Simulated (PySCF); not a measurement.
# RuCl2: relaxation and vibrations of the singlet

The task is one start of a wider search on RuCl2: the singlet, from a bent start. It is relaxed, tested by its Hessian and followed downhill if it is a saddle.

Program: PySCF 2.14.0. Level of theory: PBE0, basis Ru def2-TZVP with ECP28, Cl def2-TZVP, scalar-relativistic core potentials, no spin–orbit coupling, density fitting. These are calculated values, not measurements.

## (1) The system as given

3 atoms, charge 0, spin multiplicity 1.

Bond lengths: Ru1–Cl2 2.240 Å, Ru1–Cl3 2.240 Å. Angles: Cl2–Ru1–Cl3 110.0°.

Z-matrix (Å, degrees; charge 0 multiplicity 1):
```
Ru
Cl 1 2.2400
Cl 1 2.2400 2 110.00
```

## (2) The SCF at the typed geometry

The steps below are one call of a driver around PySCF. For each, scf.py gives the equivalent set-up of the SCF; relaxations use the driver's own optimiser. After this first run the driver tries any further starts and a stability analysis.

Input file scf.py:

```python
from pyscf import gto, scf, dft
mol = gto.M(atom='''
Ru     0.000000     0.000000     0.000000
Cl     1.834900     0.000000     1.284800
Cl    -1.834900     0.000000     1.284800''',
    basis={'Ru': 'def2-TZVP', 'Cl': 'def2-TZVP'},
    ecp={'Ru': 'def2-TZVP'},
    charge=0, spin=0)
mf = dft.RKS(mol, xc='PBE0')
mf.grids.atom_grid = (50, 194)
aux = {'Ru': 'def2-universal-JKFIT', 'Cl': 'def2-universal-JKFIT'}
mf = mf.density_fit(auxbasis=aux)
mf.conv_tol = 1e-08
mf.diis_space = 10
mf.max_cycle = 60
mf.init_guess = 'minao'
mf.verbose = 4
mf.kernel()
```

On the command line:

```console
OMP_NUM_THREADS=2 python axn.py task.json out
```

Log:

```text
init E= -1007.20881849696
  HOMO = -0.571276775540565  LUMO = -0.562522671322921  gap/eV = 0.23821
cycle= 1 E= -1014.0381048795  delta_E= -6.83  |g|=  2.1  |ddm|= 4.11
  HOMO = 0.0793049543339577  LUMO = 0.0899704302139658  gap/eV = 0.29022
cycle= 2 E= -1004.59175494958  delta_E= 9.45  |g|= 4.27  |ddm|= 9.77
  HOMO = -0.410034598505343  LUMO = -0.372813570771063  gap/eV = 1.01284
cycle= 3 E= -1013.96744085958  delta_E= -9.38  |g|= 2.05  |ddm|= 9.79
  HOMO = -0.418709936458373  LUMO = -0.372720265309608  gap/eV = 1.25144
cycle= 4 E= -1014.44150009349  delta_E= -0.474  |g|= 1.51  |ddm|= 0.403
  HOMO = -0.258338564406574  LUMO = -0.188341648412481  gap/eV = 1.90471
cycle= 5 E= -1014.89912890002  delta_E= -0.458  |g|= 0.597  |ddm|= 0.872
  HOMO = -0.260352622982777  LUMO = -0.179026516758073  gap/eV = 2.21300
cycle= 6 E= -1014.97075131849  delta_E= -0.0716  |g|= 0.192  |ddm|= 0.348
  HOMO = -0.2602517373686  LUMO = -0.176379610613919  gap/eV = 2.28228
cycle= 7 E= -1014.98152662645  delta_E= -0.0108  |g|= 0.0794  |ddm|= 0.192
  HOMO = -0.250232535631855  LUMO = -0.16627488223198  gap/eV = 2.28460
cycle= 8 E= -1014.9839454487  delta_E= -0.00242  |g|= 0.0259  |ddm|= 0.127
  HOMO = -0.25013768947014  LUMO = -0.168255713315336  gap/eV = 2.22812
cycle= 9 E= -1014.98452506207  delta_E= -0.00058  |g|= 0.0181  |ddm|= 0.0679
  HOMO = -0.251916129450579  LUMO = -0.170819501631309  gap/eV = 2.20675
cycle= 10 E= -1014.98486119475  delta_E= -0.000336  |g|= 0.00812  |ddm|= 0.0584
  HOMO = -0.253666038947281  LUMO = -0.172945974248917  gap/eV = 2.19650
cycle= 11 E= -1014.9850801011  delta_E= -0.000219  |g|= 0.00289  |ddm|= 0.0968
  HOMO = -0.253219747106569  LUMO = -0.173032333827282  gap/eV = 2.18201
cycle= 12 E= -1014.98508229773  delta_E= -2.2e-06  |g|= 0.00105  |ddm|= 0.00308
  HOMO = -0.253035457766643  LUMO = -0.173462867926762  gap/eV = 2.16528
cycle= 13 E= -1014.98508841433  delta_E= -6.12e-06  |g|= 0.000262  |ddm|= 0.0184
  HOMO = -0.253018529124449  LUMO = -0.173540120314908  gap/eV = 2.16272
cycle= 14 E= -1014.98508850213  delta_E= -8.78e-08  |g|= 6.14e-05  |ddm|= 0.0018
  HOMO = -0.253015542041729  LUMO = -0.173562310601745  gap/eV = 2.16203
cycle= 15 E= -1014.98508850767  delta_E= -5.53e-09  |g|= 2.35e-05  |ddm|= 0.00051
  HOMO = -0.253017209492681  LUMO = -0.173558724943486  gap/eV = 2.16218
Extra cycle  E= -1014.98508850777  delta_E= -1.02e-10  |g|= 9.24e-06  |ddm|= 2.67e-05
converged SCF energy = -1014.98508850777
```

This step, with its further starts and checks, ran for 14 s (2 threads of Arm Neoverse V1, shared host).

Energies from each starting density:

```tsv
start	energy (Eh)
the minimal-basis guess	-1014.985089
a thermally smeared density	-1014.985089
a smeared PBE density	-1014.981302
```

No lower closed-shell solution turned up from the other starts or in the test of internal stability.

## (3) Relaxing the singlet from the bent start

The program finds C2v symmetry in the start, which this walk keeps. Threshold on the gradient: 0.0003 Eh/bohr, with a further test on the energy change.

scf.py, as its differences from that of step 2:

```diff
@@ -3,3 +3,3 @@
-Ru     0.000000     0.000000     0.000000
-Cl     1.834900     0.000000     1.284800
-Cl    -1.834900     0.000000     1.284800''',
+Ru     0.000000     0.000000    -0.522899
+Cl     1.834900    -0.000000     0.761901
+Cl    -1.834900     0.000000     0.761901''',
@@ -16 +15,0 @@
-mf.init_guess = 'minao'
```

Energy and gradient, step by step:

```tsv
step	energy (Eh)	change (kJ/mol)	largest symmetric gradient (Eh/bohr)
0	-1014.985089	0.00	0.02616
1	-1014.988142	-8.02	0.01101
2	-1014.989511	-11.61	0.00407
3	-1014.990254	-13.56	0.00281
4	-1014.990493	-14.19	0.00214
5	-1014.990541	-14.32	0.00030
6	-1014.990541	-14.32	0.00020
```

The walk took 18 s.

Positions (Å) and forces (eV/Å) along the way:

```
step 0
Ru   0.000   0.000  -0.523   0.000   0.000   1.345
Cl   1.835   0.000   0.762  -0.541   0.000  -0.672
Cl  -1.835   0.000   0.762   0.541   0.000  -0.672
step 1
Ru   0.000   0.000  -0.459   0.000   0.000   0.566
Cl   1.849   0.000   0.730  -0.092   0.000  -0.283
Cl  -1.849   0.000   0.730   0.092   0.000  -0.283
step 3
Ru   0.000   0.000  -0.322   0.000   0.000  -0.010
Cl   1.944   0.000   0.662   0.145   0.000   0.005
Cl  -1.944   0.000   0.662  -0.145   0.000   0.005
step 6
Ru   0.000   0.000  -0.256   0.000   0.000   0.010
Cl   2.002   0.000   0.628  -0.007   0.000  -0.005
Cl  -2.002   0.000   0.628   0.007   0.000  -0.005
```

End point (C2v, 6 steps, 14.3 kJ/mol gained): Ru–Cl 2.188 Å (×2); Cl–Ru–Cl 132.3°.

## (4) Frequencies

On the finer grid the gradient is checked again; gradients at displacements of ±0.02 bohr then give force constants and infrared intensities.

scf.py, as its differences from that of step 3:

```diff
@@ -3,3 +3,3 @@
-Ru     0.000000     0.000000    -0.522899
-Cl     1.834900    -0.000000     0.761901
-Cl    -1.834900     0.000000     0.761901''',
+Ru    -0.000000     0.000000    -0.378969
+Cl     1.987557    -0.000000     0.534013
+Cl    -1.987557     0.000000     0.534013''',
@@ -10 +10 @@
-mf.grids.atom_grid = (50, 194)
+mf.grids.atom_grid = (75, 302)
@@ -13 +13 @@
-mf.conv_tol = 1e-08
+mf.conv_tol = 1e-10
```

This SCF starts from the last density.

SCF at the final geometry:

```text
init E= -1014.99043421233
  HOMO = -0.253942056947916  LUMO = -0.167035497634009  gap/eV = 2.36485
cycle= 1 E= -1014.9904342123  delta_E= 3.16e-11  |g|= 1.46e-05  |ddm|= 1.94e-05
  HOMO = -0.253944005021269  LUMO = -0.167037234308761  gap/eV = 2.36485
cycle= 2 E= -1014.99043421217  delta_E= 1.29e-10  |g|= 2.65e-05  |ddm|= 3.28e-05
  HOMO = -0.253942220908575  LUMO = -0.167035665952583  gap/eV = 2.36485
cycle= 3 E= -1014.99043421234  delta_E= -1.76e-10  |g|= 4.56e-06  |ddm|= 2.1e-05
  HOMO = -0.253942606833266  LUMO = -0.167036009565839  gap/eV = 2.36485
cycle= 4 E= -1014.99043421235  delta_E= -6.14e-12  |g|= 1.59e-07  |ddm|= 2.81e-06
  HOMO = -0.253942618866986  LUMO = -0.167036030316349  gap/eV = 2.36485
Extra cycle  E= -1014.99043421235  delta_E= -1.82e-12  |g|= 1.67e-07  |ddm|= 4.97e-07
converged SCF energy = -1014.99043421235
```

The whole step took 38 s.

Geometry: C2v; Ru–Cl 2.187 Å (×2); Cl–Ru–Cl 130.7°.

Harmonic modes (main isotopes):

```
symmetry  ω (cm⁻¹)  IR (km/mol)
      a1        75          5.9
      a1       398          9.7
      b2       434         98.5
```

No imaginary mode, so this is a minimum.

Properties at this point:

* Dipole moment: 2.28 D
* Highest occupied level: -6.91 eV
* Lowest empty level: -4.55 eV
* Rotational constants: 0.4876, 0.06102, 0.05423 cm⁻¹
* Zero-point energy: 5.4 kJ/mol
* Principal polarisabilities: 37.0, 47.9, 89.7 bohr³
* Atomisation energy without zero-point energy: 528 kJ/mol
* Principal traceless quadrupole moments about the centre of mass: -7.31, 3.12, 4.19 D Å
* Entropy at 298.15 K and 1 bar: 302.2 J/(mol K)
* Heat capacity Cp at 298.15 K: 53.5 J/(mol K)
* Enthalpy at 298.15 K above 0 K: 13.52 kJ/mol
* Rotational symmetry number: 2

Populations by atom (charges in e):

```
 atom  Mulliken  Löwdin  polar tensor  Mayer order to Ru1
  Ru1      0.73   -0.10          1.09                   –
Cl2,3     -0.36    0.05         -0.55                1.06
```

Mulliken populations on Ru1 (outside its core potential): s 2.17, p 6.19, d 6.91, f 0.01.

## (5) The broken-symmetry singlet

A stability analysis found the closed shell of the lowest minimum unstable towards spin polarisation, so the unrestricted solution is followed.

The program finds C2v symmetry in the start, which may break. The walk stops when the largest gradient is under 0.0003 Eh/bohr and the energy has settled too.

scf.py, as its differences from that of step 4:

```diff
@@ -3,3 +3,3 @@
-Ru    -0.000000     0.000000    -0.378969
-Cl     1.987557    -0.000000     0.534013
-Cl    -1.987557     0.000000     0.534013''',
+Ru     0.000000     0.000000    -0.371573
+Cl     1.987557    -0.000000     0.541409
+Cl    -1.987557     0.000000     0.541409''',
@@ -9,2 +9,2 @@
-mf = dft.RKS(mol, xc='PBE0')
-mf.grids.atom_grid = (75, 302)
+mf = dft.UKS(mol, xc='PBE0')
+mf.grids.atom_grid = (50, 194)
@@ -13 +13 @@
-mf.conv_tol = 1e-10
+mf.conv_tol = 1e-08
```

Energy and gradient, step by step:

```tsv
step	energy (Eh)	change (kJ/mol)	largest gradient (Eh/bohr)
0	-1015.016440	0.00	0.00576
1	-1015.016842	-1.06	0.00342
2	-1015.017549	-2.91	0.00549
3	-1015.017698	-3.30	0.00307
4	-1015.017764	-3.48	0.00034
5	-1015.017769	-3.49	0.00026
6	-1015.017768	-3.49	0.00002
```

The walk took 36 s.

It settles in C2v symmetry, 3.5 kJ/mol below the start, after 6 steps: Ru–Cl 2.189 Å (×2); Cl–Ru–Cl 117.0°.

## (6) Is it a minimum? Harmonic modes

As before: finer grid, then central differences.

scf.py, as its differences from that of step 5:

```diff
@@ -3,3 +3,3 @@
-Ru     0.000000     0.000000    -0.371573
-Cl     1.987557    -0.000000     0.541409
-Cl    -1.987557     0.000000     0.541409''',
+Ru    -0.000026    -0.000000    -0.467141
+Cl     1.864722    -0.000000     0.678740
+Cl    -1.864647     0.000000     0.678948''',
@@ -10 +10 @@
-mf.grids.atom_grid = (50, 194)
+mf.grids.atom_grid = (75, 302)
@@ -13 +13 @@
-mf.conv_tol = 1e-08
+mf.conv_tol = 1e-10
```

SCF at the final geometry:

```text
init E= -1015.01790682396
[... the frontier-level lines of each cycle are left out ...]
cycle= 1 E= -1015.01790682399  delta_E= -3.12e-11  |g|= 3.18e-06  |ddm|= 1.03e-05
Extra cycle  E= -1015.01790682401  delta_E= -2.02e-11  |g|= 5.99e-06  |ddm|= 1.11e-05
converged SCF energy = -1015.01790682401  <S^2> = 1.0130832  2S+1 = 2.2477395
```

The whole step ran for 2.3 min (2 threads of Arm Neoverse V1, shared host).

Geometry: C2v; Ru–Cl 2.189 Å (×2); Cl–Ru–Cl 116.9°.

Harmonic modes (main isotopes):

| ω (cm⁻¹) | IR (km/mol) | type |
| --- | --- | --- |
| 95 | 5.5 | bend |
| 402 | 17.3 | stretch |
| 414 | 92.3 | stretch |

All wavenumbers are real: a minimum.

The SCF density has lower symmetry than the nuclear frame, so the modes carry no labels.

Properties at this point:

```yaml
Dipole_moment: 3.04 D
Highest_occupied_level: -7.00 eV
Lowest_empty_level: -3.85 eV
Rotational_constants: 0.3095, 0.06932, 0.05664 cm⁻¹
Zero-point_energy: 5.5 kJ/mol
Principal_polarisabilities: 39.6, 54.4, 87.8 bohr³
Atomisation_energy_without_zero-point_energy: 601 kJ/mol
Principal_traceless_quadrupole_moments_about_the_centre_of_mass: -6.29, 2.22, 4.07 D Å
Entropy_at_298.15_K_and_1_bar: 301.6 J/(mol K)
Heat_capacity_Cp_at_298.15_K: 53.6 J/(mol K)
Enthalpy_at_298.15_K_above_0_K: 13.45 kJ/mol
Rotational_symmetry_number: 2
Spin_squared_⟨S²⟩: 1.013
```

Populations by atom (charges in e):

```json
{"atom": "Ru1", "Mulliken": "0.71", "Löwdin": "-0.07", "polar tensor": "1.12", "spin (Mulliken)": "0.00", "Mayer order to Ru1": "–"}
{"atom": "Cl2,3", "Mulliken": "-0.36", "Löwdin": "0.04", "polar tensor": "-0.56", "spin (Mulliken)": "0.00", "Mayer order to Ru1": "1.09"}
```

Outer orbital energies (eV). α occupied: -11.12, -10.31, -10.30, -9.77, -9.32, -8.05, -7.37, -7.00; empty: -3.85, -3.83, -1.72, 0.18. β occupied: -11.12, -10.31, -10.30, -9.78, -9.32, -8.05, -7.37, -7.00; empty: -3.85, -3.83, -1.72, 0.18.

Mulliken populations on Ru1 (outside its core potential): s 2.35, p 6.21, d 6.72, f 0.01.

## (7) All stationary points

| spin | group | bonds | imaginary modes (cm⁻¹) | ΔE (kJ/mol) | with zero-point energy |
| --- | --- | --- | --- | --- | --- |
| broken-symmetry (Ms = 0) | C2v (density of lower symmetry) | Ru–Cl 2.189 Å (×2) | none | 0.0 | 0.0 |
| singlet | C2v | Ru–Cl 2.187 Å (×2) | none | 72.1 | 72.1 |

## (8) What came out

```
                                          quantity                                value
                                           minimum        broken-symmetry (Ms = 0), C2v
                                          geometry  Ru–Cl 2.189 Å (×2); Cl–Ru–Cl 116.9°
                                wavenumbers (cm⁻¹)                         95, 402, 414
                                     dipole moment                               3.04 D
highest occupied, lowest empty level (either spin)                      -7.00, -3.85 eV
                        polar-tensor charge of Ru1                              +1.12 e
                                 zero-point energy                           5.5 kJ/mol
                               entropy at 298.15 K                      301.6 J/(mol K)
         atomisation energy (no zero-point energy)                           601 kJ/mol
                                              ⟨S²⟩                                1.013
```

What this shows: The molecule stays C2v, as typed, and the end point is a minimum. The determinant is spin-contaminated (⟨S²⟩ = 1.01 against 0.00), so it is no pure spin state. The strongest infrared band lies at 414 cm⁻¹ (stretch). Other starts or spin states, not run here, may lie lower. The SCF density has lower symmetry than the nuclear frame.

The search up to here took 4.2 min.
